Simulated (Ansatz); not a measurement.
# BFH5NSi: up Jacob's ladder to CCSD(T)

An exercise on one series of results from a longer session: the logs are not shown, and one member is left open.

Program: Ansatz 0.2.0, Gaussian basis. Level of theory: functionals in def2-TZVPP, the program's frozen cores in correlated methods. These are calculated values, not measurements.

Plan: LDA (SPW92), PBE-D4, revPBE-D4, BLYP-D4, r2SCAN-D4, B97M-V, PBE0-D4, B3LYP-D4, r2SCANh-D4, r2SCAN0-D4, HSE06-D4, BHLYP-D4, CAM-B3LYP-D4, LC-ωPBE, ωB97X-V, ωB97M-V, B2PLYP, PBE-QIDH; CCSD(T)/def2-SVP; CCSD(T)/def2-TZVPP; MP2/def2-QZVPP; extrapolation to the limit; RPA on PBE.

## The relaxed structure

All runs share one geometry, relaxed beforehand with PBE0-D4 in a triple-zeta def2 set.

9 atoms, charge 0, spin multiplicity 1.

Atoms are counted from 1 here; the program's logs count them from 0.

Bond lengths: B1–Si2 2.005 Å, B1–H5 1.195 Å, B1–H6 1.198 Å, Si2–N3 1.703 Å, Si2–F4 1.613 Å, Si2–H7 1.484 Å, N3–H8 1.006 Å, N3–H9 1.007 Å. Angles: Si2–B1–H5 123.8°, Si2–B1–H6 119.3°, H5–B1–H6 116.9°, B1–Si2–N3 106.3°, B1–Si2–F4 107.0°, B1–Si2–H7 118.3°, N3–Si2–F4 114.6°, N3–Si2–H7 105.9°, F4–Si2–H7 105.2°, Si2–N3–H8 122.8°, Si2–N3–H9 122.2°, H8–N3–H9 112.1°.

Coordinates:

```
B    -0.74181    1.26300   -0.67214
Si    0.33126   -0.41591   -0.44463
N     0.48045   -0.66456    1.23347
F    -0.45395   -1.58686   -1.22874
H    -0.36566    2.21267   -1.29269
H    -1.80764    1.35500   -0.13269
H     1.71345   -0.44715   -0.98389
H     1.23237   -1.19416    1.64208
H    -0.29976   -0.56834    1.86203
```

Set-up of the first run:

in.yaml

```yaml
crystal:
  periodic: [false, false, false]
  atoms:
    - {symbol: B, position_ang: [-0.741812, 1.263003, -0.672145]}
    - {symbol: Si, position_ang: [0.331257, -0.415913, -0.444629]}
    - {symbol: N, position_ang: [0.480446, -0.664557, 1.233471]}
    - {symbol: F, position_ang: [-0.453948, -1.586861, -1.228736]}
    - {symbol: H, position_ang: [-0.365658, 2.212673, -1.292692]}
    - {symbol: H, position_ang: [-1.807645, 1.354998, -0.132689]}
    - {symbol: H, position_ang: [1.713445, -0.447150, -0.983894]}
    - {symbol: H, position_ang: [1.232374, -1.194158, 1.642080]}
    - {symbol: H, position_ang: [-0.299758, -0.568335, 1.862034]}
basis:
  gaussian: {orbitals: def2-TZVPP}
hamiltonian: {xc: lda}
output: {orbitals: {seedname: orbitals}}
```

Launch:

```bash
> ansatz run in.yaml --threads 2 --pin off --events-out ev --progress --plain --max-ram 4352MiB
```

Among the steps run: LDA; PBE-D4 (GGA); revPBE-D4 (GGA); BLYP-D4 (GGA); r2SCAN-D4 (meta-GGA); B97M-V (meta-GGA); PBE0-D4 (hybrid); B3LYP-D4 (hybrid); r2SCANh-D4 (hybrid); r2SCAN0-D4 (hybrid); HSE06-D4 (hybrid); BHLYP-D4 (hybrid); CAM-B3LYP-D4 (range-separated); LC-ωPBE (range-separated); ωB97X-V (range-separated); ωB97M-V (range-separated); B2PLYP (double hybrid); PBE-QIDH (double hybrid).

One table of the session follows, with a row left open; its other results are not shown here.

It belongs to the step «Frontier levels by functional». 

| functional | HOMO (eV) | LUMO (eV) | gap (eV) |
| --- | --- | --- | --- |
| LDA (SPW92) | -6.76 | -3.70 | 3.06 |
| PBE-D4 | -6.60 | -3.39 | 3.21 |
| revPBE-D4 | -6.54 | -3.27 | 3.27 |
| BLYP-D4 | -6.48 | -3.21 | 3.26 |
| r2SCAN-D4 | -6.87 | -3.05 | 3.82 |
| B97M-V | -6.96 | -3.20 | 3.76 |
| PBE0-D4 | -7.95 | -2.39 | 5.56 |
| B3LYP-D4 | -7.72 | -2.59 | 5.12 |
| r2SCANh-D4 | -7.37 | -2.70 | 4.67 |
| r2SCAN0-D4 | -8.14 | -2.19 | 5.95 |
| HSE06-D4 | -7.54 | -2.77 | 4.77 |
| BHLYP-D4 | -9.24 | -1.31 | 7.93 |
| CAM-B3LYP-D4 | -9.37 | -1.25 | 8.11 |
| LC-ωPBE | -10.75 | -0.02 | 10.73 |
| ωB97X-V | ? | ? | ? |
| ωB97M-V | -10.24 | -0.41 | 9.82 |

**Question.** Estimate the row for ωB97X-V.

As computed: HOMO (eV): -10.38; LUMO (eV): -0.14; gap (eV): 10.24. In the column «HOMO (eV)» it lies between LC-ωPBE (-10.75) and ωB97M-V (-10.24).
